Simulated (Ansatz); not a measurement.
Mg3Te in Ansatz: the effect of functional

Mg3Te:

```
Te Mg
1.0
    -2.15353    2.15353    5.31747
     2.15353   -2.15353    5.31747
     2.15353    2.15353   -5.31747
Te Mg
1 3
Direct
  0.00000 0.00000 0.00000
  0.25000 0.75000 0.50000
  0.75000 0.25000 0.50000
  0.50000 0.50000 0.00000
```

The cell comes from a database or a generator and needn't be the stable form of this composition.

The cell isn't the ideal one: volume scaled by 1.02.

Alike in all runs:

```yaml
Program: Ansatz 0.2.0
Task: single point
Potentials_or_basis: Ansatz PAW
k_mesh: 9 × 9 × 9
Occupations: fermi-dirac, width 0.05 eV
Spin: no spin polarisation
```

| functional | cutoff | pressure (GPa) |
| --- | --- | --- |
| LDA | 420 eV (not typed: the program's choice for these potentials) | ? |
| r2SCAN | 500 eV (not typed: the program's choice for these potentials) | -1.5 |
| PBE | 420 eV (not typed: the program's choice for these potentials) | -0.6 |

**Question.** What does the run with functional LDA give?

**Answer.** Pressure -2.9 GPa.

Caveats: the PAW data sets come from PBE, with cores solved anew for the run's functional, which leaves a small shift of forces and pressure (some runs).
